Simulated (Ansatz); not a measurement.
Sr2SO:

```xyz
4
Lattice="4.0432 0.0000 0.0000 0.0000 4.0432 0.0000 0.0000 0.0000 5.7180" Properties=species:S:1:pos:R:3 pbc="T T T"
Sr    2.0216    2.0216    2.8590
Sr    0.0000    0.0000    0.0000
S     0.0000    0.0000    2.8590
O     2.0216    2.0216    0.0000
```

The cell comes from a database or a generator and needn't be the stable form of this composition.

Base run:

```yaml
Program: Ansatz 0.2.0
Functional: HSE06 form with a typed share of exact exchange
Potentials_or_basis: Ansatz PAW
Cutoff: "420 eV (not typed: the program's choice for these potentials)"
k_mesh: 4 × 4 × 3
Occupations: fermi-dirac, width 0.05 eV
Spin: no spin polarisation
```

Its results: band gap on the k mesh 3.44 eV, direct; pressure -1.2 GPa.

Problem. After a change of settings the same cell gave: band gap on the k mesh 4.75 eV, direct; pressure -2.1 GPa. Which change was it?
A. share of exact exchange from 0.25 to 0.3
B. share of exact exchange from 0.25 to 0.5
C. share of exact exchange from 0.25 to 0.4

Solution. B.

Caveats: odd divisions of the mesh miss points on the zone boundary, where band edges often lie, so the gap on the mesh can be too wide; the PAW data sets come from PBE, with cores solved anew for the run's functional, which leaves a small shift of forces and pressure; the thresholds are loose for stress.
